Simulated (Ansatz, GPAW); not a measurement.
# RuIF with GLLB-SC from a Python script

These are simulated results from GPAW 26.7.0, not measurements. The cell was built from a prototype and was relaxed with r2SCAN in plane waves (Ansatz 0.2.0). It may be hypothetical. It is a single sheet, repeated along a and b, with vacuum along c. All runs are without spin polarisation.

The sheet's in-plane cell has a = 3.720 Å, b = 3.720 Å (γ = 120.0°), and its outermost atoms lie 2.29 Å apart along the normal. Around Ru lie 3 F at 2.35 Å and 3 I at 2.52 Å; around F lie 3 Ru at 2.35 Å; around I lie 3 Ru at 2.52 Å.

GLLB-SC is a model potential. Its fundamental gap is the Kohn-Sham gap plus a derivative discontinuity, which the script evaluates at the band edges among the listed k points. Its total energy isn't variational and serves nothing here.

Input script:

```python
import json
from ase import Atoms
from gpaw import GPAW, PW, FermiDirac

atoms = Atoms(['Ru', 'F', 'I'],
              cell=[[3.720388, -0.0, -0.0], [-1.860194, 3.22195, -0.0], [-0.0, -0.0, 29.576795]],
              scaled_positions=[[-0.0, -0.0, 0.30836], [0.333333, 0.666667, 0.340888], [0.666667, 0.333333, 0.26363]],
              pbc=True)
calc = GPAW(mode=PW(400), xc='GLLBSC', kpts={'size': (6, 6, 1), 'gamma': True},
            occupations=FermiDirac(0.02), maxiter=100, legacy_gpaw=True, txt='gpaw.txt')
atoms.calc = calc
res = {'energy': atoms.get_potential_energy(force_consistent=True)}
res['electrons'] = calc.get_number_of_electrons()
res['k'] = calc.get_ibz_k_points().tolist()
res['levels'] = [calc.get_eigenvalues(kpt=i).tolist() for i in range(len(res['k']))]
points = [[0.0, 0.0, 0.0], [0.5, 0.0, 0.0], [0.333333, 0.333333, 0.0], [0.366667, 0.266667, 0.0]]
bands = calc.fixed_density(kpts=points, symmetry='off', nbands=round(res['electrons']) // 2 + 6, convergence={'bands': -2}, txt='bands.txt')
res['points'] = [bands.get_eigenvalues(kpt=i).tolist() for i in range(len(points))]
homo, lumo = bands.get_homo_lumo()
potential = calc.hamiltonian.xc.response.calculate_discontinuity_potential(homo, lumo)
res['discontinuity'] = bands.hamiltonian.xc.response.calculate_discontinuity(potential)
json.dump(res, open('results.json', 'w'))
print('free energy (eV):', round(res['energy'], 5))
```

Command: `python run.py`. It took 100 s on 1 thread of Arm Neoverse V2, on a shared host, peak memory 0.35 GiB.

The log gpaw.txt, trimmed of paths, versions and times, then the last line on the terminal. An iter line gives the energy in eV and the logarithms of the changes of orbitals (plane waves alone) and density (c: converged):

```
___ ___ ___ _ _ _
 |   |   |_  | | | |

 | | | | | . | | | |

 |__ |  _|___|_____|  26.7.0
 |___|_|

Input parameters:
  kpts: {gamma: True,
         size: (6, 6, 1)}
  maxiter: 100
  mode: {ecut: 400.0,
         name: pw}
  occupations: {fixmagmom: False,
                name: fermi-dirac,
                width: 0.02}
  xc: GLLBSC

System changes: positions, numbers, cell, pbc, initial_charges, initial_magmoms

Initialize ...

species:
  Ru:
    name:    Ruthenium
    Z:       44.0
    valence: 16
    core:    28
    charge:  0.0  # [|e|]
    compensation charges:
      type: gauss
      rc: 0.39  # [Å]
      lmax: 2
    cutoffs:
      filter: 2.16  # [Å]
      core: 1.30  # [Å]
    projectors
    | kind |    occ | energy [eV] | rcut [Å] |

    |------|--------|-------------|----------|

    |   4s |  2.000 |     -78.140 |    1.281 |

    |   5s |  1.000 |      -6.453 |    1.281 |

    |   4p |  6.000 |     -48.485 |    1.286 |

    |   5p |  0.000 |      -2.503 |    1.286 |

    |   4d |  7.000 |      -7.565 |    1.254 |

    |    d |        |      19.647 |    1.254 |

    Using partial waves for Ru as LCAO basis

  F:
    name:    Fluorine
    Z:       9.0
    valence: 7
    core:    2
    charge:  0.0  # [|e|]
    compensation charges:
      type: gauss
      rc: 0.20  # [Å]
      lmax: 2
    cutoffs:
      filter: 1.14  # [Å]
      core: 0.74  # [Å]
    projectors
    | kind |    occ | energy [eV] | rcut [Å] |

    |------|--------|-------------|----------|

    |   2s |  2.000 |     -36.122 |    0.635 |

    |   2p |  5.000 |     -16.598 |    0.635 |

    |    s |        |      -8.911 |    0.635 |

    |    p |        |      10.613 |    0.635 |

    |    d |        |       0.000 |    0.635 |

    Using partial waves for F as LCAO basis

  I:
    name:    Iodine
    Z:       53.0
    valence: 7
    core:    46
    charge:  0.0  # [|e|]
    compensation charges:
      type: gauss
      rc: 0.37  # [Å]
      lmax: 2
    cutoffs:
      filter: 2.06  # [Å]
      core: 2.96  # [Å]
    projectors
    | kind |    occ | energy [eV] | rcut [Å] |

    |------|--------|-------------|----------|

    |   5s |  2.000 |     -20.049 |    1.164 |

    |   5p |  5.000 |     -10.166 |    1.164 |

    |    s |        |       7.162 |    1.164 |

    |    p |        |      17.045 |    1.164 |

    |    d |        |       0.000 |    1.164 |

    Using partial waves for I as LCAO basis

Reference energy: -319347.001531  # eV

Spin-paired calculation

Convergence criteria:
 Maximum [total energy] change in last 3 cyles: 0.0005 eV / valence electron
 Maximum integral of absolute [dens]ity change: 0.0001 electrons / valence electron
 Maximum integral of absolute [eigenst]ate change: 4e-08 eV^2 / valence electron
 Maximum number of scf [iter]ations: 100
 (Square brackets indicate name in SCF output, whereas a 'c' in
 the SCF output indicates the quantity has converged.)

Symmetries present (total): 1

  ( 1  0  0)
  ( 0  1  0)
  ( 0  0  1)

36 k-points: 6 x 6 x 1 Monkhorst-Pack grid + [1/12,1/12,0.000000]
20 k-points in the irreducible part of the Brillouin zone
       k-points in crystal coordinates                weights
   0:     0.00000000    0.00000000    0.00000000          1/36
   1:     0.00000000    0.16666667    0.00000000          2/36
   2:     0.00000000    0.33333333    0.00000000          2/36
   3:     0.00000000    0.50000000    0.00000000          1/36
   4:     0.16666667   -0.33333333    0.00000000          2/36
   5:     0.16666667   -0.16666667    0.00000000          2/36
   6:     0.16666667    0.00000000    0.00000000          2/36
   7:     0.16666667    0.16666667    0.00000000          2/36
   8:     0.16666667    0.33333333    0.00000000          2/36
   9:     0.16666667    0.50000000    0.00000000          2/36
          ...
  19:     0.50000000    0.50000000    0.00000000          1/36

Wave functions: Plane wave expansion
  Cutoff energy: 400.000 eV
  Number of coefficients (min, max): 6349, 6516
  Pulay-stress correction: 0.000000 eV/Ang^3 (de/decut=0.000000)
  Using FFTW library
  ScaLapack parameters: grid=1x1, blocksize=None
  Wavefunction extrapolation:
    Improved wavefunction reuse through dual PAW basis

Occupation numbers: Fermi-Dirac:
  width: 0.0200  # eV

Eigensolver
   Davidson(niter=2)

Densities:
  Coarse grid: 18*18*140 grid
  Fine grid: 36*36*280 grid
  Total Charge: 0.000000

Density mixing:
  Method: separate
  Backend: msr1
  Linear mixing parameter: 0.05
  old densities: 10
  Width of damping distribution: 1.1
  Damping of long wavelength oscillations: 20

Hamiltonian:
  XC and Coulomb potentials evaluated on a 36*36*280 grid
  Using the GLLBSC Exchange-Correlation functional
  External potential:
    NoExternalPotential

XC parameters: GLLBSC functional being used consists of
  -----------------------------------------------------------------------
  | Weight | Module     | Description                                   |

  -----------------------------------------------------------------------
  |  1.000 | SCREENING  | GGA_X_PBE_SOL with 2 nearest neighbor stencil |

  |  1.000 | RESPONSE   | eps=0.0500 eV                                 |

  |  1.000 | XC         | GGA_C_PBE_SOL with 2 nearest neighbor stencil |

  -----------------------------------------------------------------------

Memory estimate:
  Process memory now: 130.16 MiB
  Calculator: 105.35 MiB
    Density: 26.20 MiB
      Arrays: 9.00 MiB
      Localized functions: 10.28 MiB
      Mixer: 6.92 MiB
    Hamiltonian: 6.16 MiB
      Arrays: 5.88 MiB
      XC: 0.00 MiB
      Poisson: 0.00 MiB
      vbar: 0.28 MiB
    Wavefunctions: 72.98 MiB
      Arrays psit_nG: 41.76 MiB
      Eigensolver: 2.65 MiB
      Projections: 0.28 MiB
      Projectors: 24.57 MiB
      PW-descriptor: 3.72 MiB

Total number of cores used: 1

Number of atoms: 3
Number of atomic orbitals: 21
Number of bands in calculation: 21
Number of valence electrons: 30
Bands to converge: occupied

... initialized

Initializing position-dependent things.

Density initialized from atomic densities
Creating initial wave functions:
  21 bands from LCAO basis set
Positions:
   0 Ru     0.000000    0.000000    9.120301    ( 0.0000,  0.0000,  0.0000)
   1 F     -0.000002    2.147968   10.082374    ( 0.0000,  0.0000,  0.0000)
   2 I      1.860196    1.073982    7.797330    ( 0.0000,  0.0000,  0.0000)

Unit cell:
           periodic     x           y           z      points  spacing
  1. axis:    yes    3.720388   -0.000000   -0.000000    18     0.1790
  2. axis:    yes   -1.860194    3.221950   -0.000000    18     0.1790
  3. axis:    yes   -0.000000   -0.000000   29.576795   140     0.2113

  Lengths:   3.720388   3.720388  29.576795
  Angles:   90.000000  90.000000 120.000004

Effective grid spacing dv^(1/3) = 0.1985

iter:   1   -17.253964
iter:   2   -16.720423   -0.51  -1.17
iter:   3   -16.586129   -0.37  -1.13
iter:   4   -14.978940   -1.24  -1.16
iter:   5   -13.562704   -1.42  -1.39
iter:   6   -13.587269   -1.47  -1.51
iter:   7   -13.295810   -2.14  -1.86
iter:   8   -13.383399   -2.10  -1.72
iter:   9   -13.382037   -2.79  -2.15
iter:  10   -13.400125   -2.96  -2.27
iter:  11   -13.398866   -3.78  -2.58
iter:  12   -13.441539   -3.42  -2.64
iter:  13   -13.436228   -4.15  -3.21
iter:  14   -13.435611c  -4.66  -3.48
iter:  15   -13.434910c  -4.98  -3.79
iter:  16   -13.434754c  -5.30  -3.70
iter:  17   -13.435200c  -5.55  -4.03c
iter:  18   -13.435338c  -5.74  -4.09c
iter:  19   -13.435478c  -6.01  -4.55c
iter:  20   -13.435735c  -6.20  -4.63c
iter:  21   -13.435671c  -6.45  -4.73c
iter:  22   -13.435796c  -6.68  -5.05c
iter:  23   -13.435697c  -6.90  -5.09c
iter:  24   -13.435715c  -7.13  -5.50c
iter:  25   -13.435718c  -7.35  -6.06c
iter:  26   -13.435717c  -7.56c -6.18c

Converged after 26 iterations.

Energy contributions relative to reference atoms: (reference = -319347.001531)

Kinetic:        +45.133093
Potential:      -41.237470
External:        +0.000000
XC:             -17.602170
Entropy (-ST):   -0.000000
Local:           +0.270830
SIC:             +0.000000
--------------------------
Free energy:    -13.435717
Extrapolated:   -13.435717

GLLBSC response reference energy: -5.11161 eV (from HOMO)

Showing only first 2 kpts
 Kpt  Band  Eigenvalues  Occupancy
  0    13     -5.89214    2.00000
  0    14     -5.11161    2.00000
  0    15     -1.97987    0.00000
  0    16     -1.97893    0.00000

  1    13     -5.59653    2.00000
  1    14     -5.15508    2.00000
  1    15     -2.74704    0.00000
  1    16     -2.16323    0.00000

Fermi level: -3.97020

Gap: 1.551 eV
Transition (v -> c):
  (s=0, k=0, n=14, [0.00, 0.00, 0.00]) -> (s=0, k=14, n=15, [0.33, 0.33, 0.00])
Direct/indirect transitions are different
Direct gap: 1.609 eV
Transition at: (s=0, k=14, n=14, [0.33, 0.33, 0.00])

free energy (eV): -13.43572
```

The gap in the log is over the mesh alone; results.json adds the listed points. GLLB-SC gives a gap of 2.27 eV (1.551 eV Kohn-Sham over the listed points plus 0.720 eV discontinuity). On the same cell, plane-wave PBE (Ansatz, 12×12×1 k points and the special points) gives a gap of 1.04 eV and r2SCAN a gap of 1.34 eV; on shared hosts these took about 18 and 42 core-seconds on the 3-atom cell, against 100 for the script. Spin-orbit coupling, left out in all these runs, can cut or reorder the gap by tenths of an eV, up to about 1 eV with Pb or Bi.

Spin-orbit coupling is left out, which matters wherever the heavy atoms make up the band edges.
